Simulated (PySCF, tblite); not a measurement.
# C3H5N3SSi2: geometry, infrared bands and NMR shifts

Wanted: the infrared bands and NMR shifts of C3H5N3SSi2 (`N#C[Si@@H]1CS[Si@@]1(N)C#N`), by calculation.

The runs use tblite 0.8.0 and PySCF 2.14.0, with density-fitted response routines of our own; the level of theory stands in each step. All values are computed, except where a source is named. Atoms are numbered from 0 throughout.

### Step 1. The starting structure

14 atoms, charge 0, multiplicity 1; geometry from: force field or distance geometry start.

Bonds of the start (Å): N0–C1 1.15, C1–Si2 1.79, Si2–C3 1.86, C3–S4 1.83, S4–Si5 2.12, Si5–N6 1.78, Si5–C7 1.78, C7–N8 1.15, Si5–Si2 2.23, Si2–H9 1.49, C3–H10 1.09, C3–H11 1.12, N6–H12 1.05, N6–H13 1.04.

### Step 2. Relaxing the molecule with GFN2-xTB

Job settings and geometry (Å):

```
{"job": {"kind": "relax", "xc": "GFN2-xTB", "basis": "xTB"}, "charge": 0, "multiplicity": 1}
N      1.459200     2.016700     2.509700
C      1.199300     1.105100     1.863200
Si     0.804800    -0.353100     0.896300
C      1.958400    -0.618000    -0.533600
S      0.505200    -1.214600    -1.467500
Si    -0.982800    -0.119300    -0.418300
N     -1.297900     1.495800    -1.088600
C     -2.397900    -1.060500     0.121600
N     -3.307000    -1.688500     0.453900
H      0.631800    -1.599600     1.689200
H      2.459200     0.258000    -0.944700
H      2.595600    -1.517500    -0.316500
H     -2.158200     1.942200    -0.678800
H     -1.470500     1.352800    -2.108100
```

Command:

```
OMP_NUM_THREADS=1 python probes_run.py task.json out
```

The driver reads the jobs from task.json and runs them one after another.

**Question.** This job is followed by: GFN2-xTB harmonic vibrations, gas phase; GIAO PBE0/pcSseg-1 NMR shielding, non-relativistic, gas phase. What will the session give for the following? strongest single infrared mode (GFN2-xTB); zero-point energy (GFN2-xTB); ¹³C shifts against TMS (PBE0/pcSseg-1); ¹H shifts against TMS (PBE0/pcSseg-1, means over atoms taken as alike); ¹⁵N shifts against NH3 (PBE0/pcSseg-1); ²⁹Si shifts against TMS (PBE0/pcSseg-1); ³³S shifts against CS2 (PBE0/pcSseg-1).

As calculated:

| quantity | value |
| --- | --- |
| strongest single infrared mode (GFN2-xTB) | 2236 cm⁻¹, 308 km/mol |
| zero-point energy (GFN2-xTB) | 49.8 kcal/mol |
| ¹³C shifts against TMS (PBE0/pcSseg-1) | 124.8, 122.2, 10.1 ppm |
| ¹H shifts against TMS (PBE0/pcSseg-1, means over atoms taken as alike) | 5.48, 2.34, 2.31, 1.50 ppm |
| ¹⁵N shifts against NH3 (PBE0/pcSseg-1) | 377.9, 361.7, 40.0 ppm |
| ²⁹Si shifts against TMS (PBE0/pcSseg-1) | -14.2, -25.0 ppm |
| ³³S shifts against CS2 (PBE0/pcSseg-1) | 25 ppm |

What this shows: Relaxing lowered the energy by 1.242 eV in 113 steps; the close pair that moved most is Si2–Si5, from 2.231 to 2.342 Å. All 36 modes are real, so the xTB geometry is a minimum. The strongest single mode, at 2236 cm⁻¹, moves mainly H9. Unscaled tight-binding wavenumbers are off by several per cent, some by more. Its intensities can rank the bands wrongly.
